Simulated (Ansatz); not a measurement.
# SrIn2: the cost of one run

Method: DFT PBEsol, scalar-relativistic, plane waves, PAW, in Ansatz 0.2.0.

**1. The structure to begin with**

Symmetry: P6_3/mmc, No. 194, hexagonal system. The conventional cell has a = 5.044 Å, b = 5.044 Å, c = 8.115 Å, α = 90.00°, β = 90.00°, γ = 120.00°. Sr (site symmetry -6m2) has 12 In at 3.35 to 3.78 Å as nearest neighbours. In (site symmetry 3m) has 4 In at 3.01 to 3.30 Å and 3 Sr at 3.35 Å as nearest neighbours.

As a file:

```
CELL_PARAMETERS angstrom
5.04445 0.00000 0.00000
-2.52222 4.36862 0.00000
0.00000 0.00000 8.11531
ATOMIC_POSITIONS crystal
Sr 0.00000 0.00000 0.75000
Sr 0.00000 0.00000 0.25000
In 0.33333 0.66667 0.95349
In 0.66667 0.33333 0.45349
In 0.33333 0.66667 0.54651
In 0.66667 0.33333 0.04651
```

The structure comes from the Materials Project (structure only).

(A quick probe on a coarse mesh, which set the mesh and smearing, is not shown.)

**3. Full relaxation**

input.yaml

```yaml
crystal:
  lattice:
    - [5.0444498875, 0.0, 0.0]
    - [-2.5222249437, 4.3686217507, 0.0]
    - [0.0, 0.0, 8.11531053]
  atoms:
    - { symbol: Sr, position: [0.0, 0.0, 0.75] }
    - { symbol: Sr, position: [0.0, 0.0, 0.25] }
    - { symbol: In, position: [0.33333333, 0.66666667, 0.95348838] }
    - { symbol: In, position: [0.66666667, 0.33333333, 0.45348838] }
    - { symbol: In, position: [0.33333333, 0.66666667, 0.54651162] }
    - { symbol: In, position: [0.66666667, 0.33333333, 0.04651162] }
basis:
  ecutwfc: 420
kpoints:
  mp_grid: { grid: [12, 12, 6] }
hamiltonian:
  xc: pbesol
scf:
  occupations: { method: gaussian, width: 0.1 }
output:
  forces: true
  stress: true
  eigenvalues: true
  write_density: true
  write_potential: true
  elf: true
  volumetric_format: npy
relax:
  adjacent_minimum: "off"
  f_tol: 0.005
  max_steps: 80
  cell: { stress_tol: 0.05 }
```

Run with:

```bash
> ansatz run input.yaml --threads 1 --pin off --max-ram 2560MiB --backend cpu --events-out ev --progress --plain --runs-dir out
```

**Question.** How long does this run take on 1 thread of Arm Neoverse V2, shared host, and how much memory does it need?

About 2.4 min, with a peak of 0.7 GiB.
